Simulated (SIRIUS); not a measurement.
Set up this calculation in SIRIUS 7.12.0, as the native input.

| Quantity | Value |
| --- | --- |
| Task | single point |
| Functional | PBEsol |
| Potentials or basis | all-electron FP-LAPW |
| Cutoff | 213 eV |
| Basis | apw+lo standard |
| k mesh | 10 × 10 × 10 |
| Occupations | fermi-dirac, width 0.05 eV |
| Spin | collinear spin, ferromagnetic start |
| Starting moments | [0.0, 1.0, 1.0, 1.0] μB |
| Muffin tin radii | Ni 2.22, Ta 2.45 bohr |
| Basis cutoff (gk_cutoff) | 3.96 1/bohr |
| Cutoff of density and potential (pw_cutoff) | 21 1/bohr |
| lmax of the basis | 11 |
| lmax of density and potential | 8 |
| Valence relativity | iora |
| Core states | Ni 1s2s2p, Ta 1s2s2p3s3p3d4s4p4d |
| Local orbitals (radial functions) | Ni 13, Ta 17 |
| Reference energy of the basis | 0.37 Ha |
| Smallest sphere radius times basis cutoff | 8.79 |
| Start of the SCF | LDA density |

TaNi3:

```xyz
4
Lattice="-1.8135 1.8135 3.7275 1.8135 -1.8135 3.7275 1.8135 1.8135 -3.7275" Properties=species:S:1:pos:R:3 pbc="T T T"
Ta    0.0000    0.0000    0.0000
Ni    0.0000    0.0000    3.7275
Ni    1.8135    0.0000    1.8638
Ni    0.0000    1.8135    1.8638
```

The input as run:

sirius.json

```json
{
  "control": {
    "processing_unit": "cpu",
    "std_evp_solver_name": "lapack",
    "gen_evp_solver_name": "lapack",
    "verbosity": 2,
    "print_forces": true,
    "ortho_rf": true,
    "use_second_variation": true,
    "rmt_max": 3.0,
    "num_bands_to_print": 24,
    "save_wf": true
  },
  "parameters": {
    "electronic_structure_method": "full_potential_lapwlo",
    "xc_functionals": ["XC_GGA_X_PBE_SOL", "XC_GGA_C_PBE_SOL"],
    "core_relativity": "dirac",
    "valence_relativity": "iora",
    "num_fv_states": 66,
    "smearing": "fermi_dirac",
    "smearing_width": 0.0018374661,
    "pw_cutoff": 21,
    "gk_cutoff": 3.96,
    "lmax_apw": 11,
    "lmax_rho": 8,
    "lmax_pot": 8,
    "num_mag_dims": 1,
    "auto_rmt": 0,
    "ngridk": [10, 10, 10],
    "shiftk": [0, 0, 0],
    "num_dft_iter": 80,
    "energy_tol": 1e-07,
    "density_tol": 1e-05,
    "use_symmetry": true
  },
  "settings": {"tol_ne": 1e-10},
  "iterative_solver": {"type": "exact"},
  "mixer": {"type": "anderson", "beta": 0.4, "max_history": 8},
  "unit_cell": {
    "lattice_vectors": [
      [-3.427018327, 3.427018327, 7.0439541295],
      [3.427018327, -3.427018327, 7.0439541295],
      [3.427018327, 3.427018327, -7.0439541295]
    ],
    "atom_types": ["Ni", "Ta"],
    "atom_files": {"Ni": "Ni.json", "Ta": "Ta.json"},
    "atoms": {
      "Ni": [[0.5, 0.5, 0.0, 0.0, 0.0, 1.0], [0.25, 0.75, 0.5, 0.0, 0.0, 1.0], [0.75, 0.25, 0.5, 0.0, 0.0, 1.0]],
      "Ta": [[0.0, 0.0, 0.0, 0.0, 0.0, 0.0]]
    }
  }
}
```

Ni.json

```json
{
  "name": "nickel",
  "symbol": "Ni",
  "number": 28,
  "mass": 58.6934,
  "rmin": 1e-06,
  "rmt": 2.22,
  "nrmt": 800,
  "rinf": 14.89,
  "core": "1s2s2p",
  "valence": [
    {"basis": [{"enu": 0.17, "dme": 0, "n": 0, "auto": 0}, {"enu": 0.17, "dme": 1, "n": 0, "auto": 0}]},
    {"l": 0, "n": 1, "basis": [{"enu": 0.27, "dme": 0, "n": 0, "auto": 0}]},
    {"l": 1, "n": 2, "basis": [{"enu": 0.27, "dme": 0, "n": 0, "auto": 0}]},
    {"l": 2, "n": 3, "basis": [{"enu": 0.2591, "dme": 0, "n": 0, "auto": 0}]},
    {"l": 3, "n": 4, "basis": [{"enu": 0.27, "dme": 0, "n": 0, "auto": 0}]}
  ],
  "lo": [
    {"l": 0, "basis": [{"enu": 0.27, "dme": 0, "n": 0, "auto": 0}, {"enu": 0.27, "dme": 1, "n": 0, "auto": 0}]},
    {
      "l": 0,
      "basis": [{"enu": -3.5666, "dme": 0, "n": 3, "auto": 1}, {"enu": -3.5666, "dme": 1, "n": 3, "auto": 1}]
    },
    {
      "l": 0,
      "basis": [{"enu": -3.5666, "dme": 1, "n": 3, "auto": 1}, {"enu": 0.27, "dme": 0, "n": 0, "auto": 0}]
    },
    {"l": 0, "basis": [{"enu": 0.27, "dme": 0, "n": 0, "auto": 0}, {"enu": 3.5165, "dme": 0, "n": 0, "auto": 0}]},
    {"l": 1, "basis": [{"enu": 0.27, "dme": 0, "n": 0, "auto": 0}, {"enu": 0.27, "dme": 1, "n": 0, "auto": 0}]},
    {
      "l": 1,
      "basis": [{"enu": -2.1309, "dme": 0, "n": 3, "auto": 1}, {"enu": -2.1309, "dme": 1, "n": 3, "auto": 1}]
    },
    {
      "l": 1,
      "basis": [{"enu": -2.1309, "dme": 1, "n": 3, "auto": 1}, {"enu": 0.27, "dme": 0, "n": 0, "auto": 0}]
    },
    {"l": 1, "basis": [{"enu": 0.27, "dme": 0, "n": 0, "auto": 0}, {"enu": 4.0035, "dme": 0, "n": 0, "auto": 0}]},
    {
      "l": 2,
      "basis": [{"enu": 0.2591, "dme": 0, "n": 0, "auto": 0}, {"enu": 0.2591, "dme": 1, "n": 0, "auto": 0}]
    },
    {
      "l": 2,
      "basis": [{"enu": 0.2591, "dme": 1, "n": 0, "auto": 0}, {"enu": 0.2591, "dme": 2, "n": 0, "auto": 0}]
    },
    {
      "l": 2,
      "basis": [{"enu": 0.2591, "dme": 0, "n": 0, "auto": 0}, {"enu": 3.4244, "dme": 0, "n": 0, "auto": 0}]
    },
    {"l": 3, "basis": [{"enu": 0.27, "dme": 0, "n": 0, "auto": 0}, {"enu": 0.27, "dme": 1, "n": 0, "auto": 0}]},
    {"l": 3, "basis": [{"enu": 0.27, "dme": 0, "n": 0, "auto": 0}, {"enu": 3.8006, "dme": 0, "n": 0, "auto": 0}]}
  ],
  "free_atom": [... radial grid and density of the free atom, the start of the SCF ...]
}
```

Ta.json

```json
{
  "name": "tantalum",
  "symbol": "Ta",
  "number": 73,
  "mass": 180.94788,
  "rmin": 1e-06,
  "rmt": 2.45,
  "nrmt": 800,
  "rinf": 15.8,
  "core": "1s2s2p3s3p3d4s4p4d",
  "valence": [
    {"basis": [{"enu": 0.17, "dme": 0, "n": 0, "auto": 0}, {"enu": 0.17, "dme": 1, "n": 0, "auto": 0}]},
    {"l": 0, "n": 1, "basis": [{"enu": 0.27, "dme": 0, "n": 0, "auto": 0}]},
    {"l": 1, "n": 2, "basis": [{"enu": 0.27, "dme": 0, "n": 0, "auto": 0}]},
    {"l": 2, "n": 3, "basis": [{"enu": 0.27, "dme": 0, "n": 0, "auto": 0}]},
    {"l": 3, "n": 4, "basis": [{"enu": 0.27, "dme": 0, "n": 0, "auto": 0}]},
    {"l": 4, "n": 5, "basis": [{"enu": 0.27, "dme": 0, "n": 0, "auto": 0}]}
  ],
  "lo": [
    {"l": 0, "basis": [{"enu": 0.27, "dme": 0, "n": 0, "auto": 0}, {"enu": 0.27, "dme": 1, "n": 0, "auto": 0}]},
    {
      "l": 0,
      "basis": [{"enu": -2.2672, "dme": 0, "n": 5, "auto": 1}, {"enu": -2.2672, "dme": 1, "n": 5, "auto": 1}]
    },
    {
      "l": 0,
      "basis": [{"enu": -2.2672, "dme": 1, "n": 5, "auto": 1}, {"enu": 0.27, "dme": 0, "n": 0, "auto": 0}]
    },
    {"l": 0, "basis": [{"enu": 0.27, "dme": 0, "n": 0, "auto": 0}, {"enu": 2.9356, "dme": 0, "n": 0, "auto": 0}]},
    {"l": 1, "basis": [{"enu": 0.27, "dme": 0, "n": 0, "auto": 0}, {"enu": 0.27, "dme": 1, "n": 0, "auto": 0}]},
    {
      "l": 1,
      "basis": [{"enu": -1.0403, "dme": 0, "n": 5, "auto": 1}, {"enu": -1.0403, "dme": 1, "n": 5, "auto": 1}]
    },
    {
      "l": 1,
      "basis": [{"enu": -1.0403, "dme": 1, "n": 5, "auto": 1}, {"enu": 0.27, "dme": 0, "n": 0, "auto": 0}]
    },
    {"l": 1, "basis": [{"enu": 0.27, "dme": 0, "n": 0, "auto": 0}, {"enu": 3.3354, "dme": 0, "n": 0, "auto": 0}]},
    {"l": 2, "basis": [{"enu": 0.27, "dme": 0, "n": 0, "auto": 0}, {"enu": 0.27, "dme": 1, "n": 0, "auto": 0}]},
    {"l": 2, "basis": [{"enu": 0.27, "dme": 1, "n": 0, "auto": 0}, {"enu": 0.27, "dme": 2, "n": 0, "auto": 0}]},
    {"l": 2, "basis": [{"enu": 0.27, "dme": 0, "n": 0, "auto": 0}, {"enu": 2.8689, "dme": 0, "n": 0, "auto": 0}]},
    {"l": 3, "basis": [{"enu": 0.27, "dme": 0, "n": 0, "auto": 0}, {"enu": 0.27, "dme": 1, "n": 0, "auto": 0}]},
    {
      "l": 3,
      "basis": [{"enu": -0.5147, "dme": 0, "n": 4, "auto": 1}, {"enu": -0.5147, "dme": 1, "n": 4, "auto": 1}]
    },
    {
      "l": 3,
      "basis": [{"enu": -0.5147, "dme": 1, "n": 4, "auto": 1}, {"enu": 0.27, "dme": 0, "n": 0, "auto": 0}]
    },
    {"l": 3, "basis": [{"enu": 0.27, "dme": 0, "n": 0, "auto": 0}, {"enu": 4.1351, "dme": 0, "n": 0, "auto": 0}]},
    {"l": 4, "basis": [{"enu": 0.27, "dme": 0, "n": 0, "auto": 0}, {"enu": 0.27, "dme": 1, "n": 0, "auto": 0}]},
    {"l": 4, "basis": [{"enu": 0.27, "dme": 0, "n": 0, "auto": 0}, {"enu": 3.4687, "dme": 0, "n": 0, "auto": 0}]}
  ],
  "free_atom": [... radial grid and density of the free atom, the start of the SCF ...]
}
```

sirius_start.json

```json
{
  "control": {
    "processing_unit": "cpu",
    "std_evp_solver_name": "lapack",
    "gen_evp_solver_name": "lapack",
    "verbosity": 1,
    "print_forces": false,
    "ortho_rf": true,
    "use_second_variation": true,
    "rmt_max": 3.0,
    "num_bands_to_print": 24,
    "save_wf": false
  },
  "parameters": {
    "electronic_structure_method": "full_potential_lapwlo",
    "xc_functionals": ["XC_LDA_X", "XC_LDA_C_PW"],
    "core_relativity": "dirac",
    "valence_relativity": "iora",
    "num_fv_states": 66,
    "smearing": "fermi_dirac",
    "smearing_width": 0.0055123983,
    "pw_cutoff": 21,
    "gk_cutoff": 3.17,
    "lmax_apw": 11,
    "lmax_rho": 8,
    "lmax_pot": 8,
    "num_mag_dims": 1,
    "auto_rmt": 0,
    "ngridk": [4, 4, 4],
    "shiftk": [0, 0, 0],
    "num_dft_iter": 30,
    "energy_tol": 0.01,
    "density_tol": 0.05,
    "use_symmetry": true
  },
  "settings": {"tol_ne": 1e-10},
  "iterative_solver": {"type": "exact"},
  "mixer": {"type": "anderson", "beta": 0.4, "max_history": 8},
  "unit_cell": {
    "lattice_vectors": [
      [-3.427018327, 3.427018327, 7.0439541295],
      [3.427018327, -3.427018327, 7.0439541295],
      [3.427018327, 3.427018327, -7.0439541295]
    ],
    "atom_types": ["Ni", "Ta"],
    "atom_files": {"Ni": "Ni.json", "Ta": "Ta.json"},
    "atoms": {
      "Ni": [[0.5, 0.5, 0.0, 0.0, 0.0, 1.0], [0.25, 0.75, 0.5, 0.0, 0.0, 1.0], [0.75, 0.25, 0.5, 0.0, 0.0, 1.0]],
      "Ta": [[0.0, 0.0, 0.0, 0.0, 0.0, 0.0]]
    }
  }
}
```

Potentials or basis: all-electron FP-LAPW, apw+lo standard.

Launch:

```console
$ OMP_NUM_THREADS=1 sirius.scf --input=sirius_start.json --output=start.json
$ OMP_NUM_THREADS=1 sirius.scf --input=sirius.json --output=output.json --task=1
```

It gave:

```
Band gap on the k mesh                            : none (metal or under the smearing width)
Net moment                                        : 0.00 μB per cell
All electrons inside the program's atomic spheres : Ta 70.69; Ni 27.03, 27.00 (radii Ni 2.22, Ta 2.45 bohr)
```

Run time: 16 min on 1 thread of Arm Neoverse V1, on a shared host, peak memory 1.9 GiB.
